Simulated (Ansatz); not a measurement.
# Al32H: the cost of one run

All numbers below are computed with Ansatz 0.2.0 (DFT PBE, plane waves, PAW, scalar-relativistic, no spin polarisation).

## 1. The starting structure

The cell holds 33 atoms (Al32H): a = 8.100 Å, b = 8.100 Å, c = 8.100 Å, α = 90.00°, β = 90.00°, γ = 90.00°.

The coordinates stand in the first input below.

## 2. End point A

File input.yaml:

```yaml
crystal:
  lattice:
    - [8.1, 0.0, 0.0]
    - [0.0, 8.1, 0.0]
    - [0.0, 0.0, 8.1]
  atoms:
    - { symbol: Al, position: [0.5, 0.0, 0.0] }
    - { symbol: Al, position: [0.75, 0.25, 0.0] }
    - { symbol: Al, position: [0.75, 0.0, 0.25] }
    - { symbol: Al, position: [0.0, 0.0, 0.0] }
    - { symbol: Al, position: [0.25, 0.25, 0.0] }
    - { symbol: Al, position: [0.5, 0.5, 0.0] }
    - { symbol: Al, position: [0.75, 0.75, 0.0] }
    - { symbol: Al, position: [0.25, 0.0, 0.25] }
    - { symbol: Al, position: [0.5, 0.25, 0.25] }
    - { symbol: Al, position: [0.75, 0.5, 0.25] }
    - { symbol: Al, position: [0.5, 0.0, 0.5] }
    - { symbol: Al, position: [0.75, 0.25, 0.5] }
    - { symbol: Al, position: [0.75, 0.0, 0.75] }
    - { symbol: Al, position: [0.0, 0.5, 0.0] }
    - { symbol: Al, position: [0.25, 0.75, 0.0] }
    - { symbol: Al, position: [0.0, 0.25, 0.25] }
    - { symbol: Al, position: [0.25, 0.5, 0.25] }
    - { symbol: Al, position: [0.5, 0.75, 0.25] }
    - { symbol: Al, position: [0.0, 0.0, 0.5] }
    - { symbol: Al, position: [0.25, 0.25, 0.5] }
    - { symbol: Al, position: [0.5, 0.5, 0.5] }
    - { symbol: Al, position: [0.75, 0.75, 0.5] }
    - { symbol: Al, position: [0.25, 0.0, 0.75] }
    - { symbol: Al, position: [0.5, 0.25, 0.75] }
    - { symbol: Al, position: [0.75, 0.5, 0.75] }
    - { symbol: Al, position: [0.0, 0.75, 0.25] }
    - { symbol: Al, position: [0.0, 0.5, 0.5] }
    - { symbol: Al, position: [0.25, 0.75, 0.5] }
    - { symbol: Al, position: [0.0, 0.25, 0.75] }
    - { symbol: Al, position: [0.25, 0.5, 0.75] }
    - { symbol: Al, position: [0.5, 0.75, 0.75] }
    - { symbol: Al, position: [0.0, 0.75, 0.75] }
    - { symbol: H, position: [0.1177747, 0.1334879, 0.127381] }
basis:
  ecutwfc: 420.0
kpoints:
  mp_grid: { grid: [3, 3, 3] }
hamiltonian:
  xc: pbe
  pseudopotentials: { kind: paw, azcp: { folder: soft_1 } }
scf:
  occupations: { method: gaussian, width: 0.05 }
  lower_state_search: "off"
relax:
  f_tol: 0.03
  max_steps: 60
  adjacent_minimum: "off"
```

Started as:

```
ansatz run input.yaml --threads 4 --pin off --max-ram 10240MiB --backend cpu --events-out ev --progress --plain --runs-dir out
```

**Question.** How long does this run take on 4 threads of Arm Neoverse V2, shared host, and how much memory does it need?

About 40 s, with a peak of 1.3 GiB.
